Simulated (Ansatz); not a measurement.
# YTiGe: the cost of one run

Method: DFT PBEsol, scalar-relativistic, plane waves, PAW, in Ansatz 0.2.0.

### 1 The system as given

It takes space group P4/nmm (No. 129, tetragonal). Conventional cell: a = 4.049 Å, b = 4.049 Å, c = 7.630 Å, α = 90.00°, β = 90.00°, γ = 90.00°. Y (site symmetry 4mm) is surrounded by 5 Ge at 2.94 to 3.06 Å and 4 Ti at 3.30 Å. Around Ti (site symmetry -4m2) lie 4 Ge at 2.82 Å and 4 Ti at 2.86 Å. Ge (site symmetry 4mm) has 4 Ti at 2.82 Å and 5 Y at 2.94 to 3.06 Å as nearest neighbours.

Structure file:

```
Y Ti Ge
1.0
     4.04900    0.00000    0.00000
     0.00000    4.04900    0.00000
     0.00000    0.00000    7.63000
Y Ti Ge
2 2 2
Cartesian
  2.0245 0.0000 5.0205
  0.0000 2.0245 2.6095
  0.0000 0.0000 0.0000
  2.0245 2.0245 0.0000
  2.0245 0.0000 1.9609
  0.0000 2.0245 5.6691
```

The structure comes from the Crystallography Open Database.

(A quick probe on a coarse mesh, which set the mesh and smearing, is not shown.)

### 3 Rough relaxation on the coarse mesh

input.yaml reads:

```yaml
crystal:
  lattice:
    - [4.049, 0.0, 0.0]
    - [0.0, 4.049, 0.0]
    - [0.0, 0.0, 7.63]
  atoms:
    - { symbol: "Y", position: [0.5, 0.0, 0.658] }
    - { symbol: "Y", position: [0.0, 0.5, 0.342] }
    - { symbol: Ti, position: [0.0, 0.0, 0.0] }
    - { symbol: Ti, position: [0.5, 0.5, 0.0] }
    - { symbol: Ge, position: [0.5, 0.0, 0.257] }
    - { symbol: Ge, position: [0.0, 0.5, 0.743] }
basis:
  ecutwfc: 420
kpoints:
  mp_grid: { grid: [6, 6, 4] }
hamiltonian:
  xc: pbesol
scf:
  occupations: { method: gaussian, width: 0.1 }
output:
  forces: true
  stress: true
  eigenvalues: true
relax:
  adjacent_minimum: "off"
  f_tol: 0.05
  max_steps: 80
  cell: { stress_tol: 0.5 }
```

**Question.** How long does this run take on 1 thread of an Arm CPU, shared host, and how much memory does it need?

About 59 s, with a peak of 0.48 GiB.
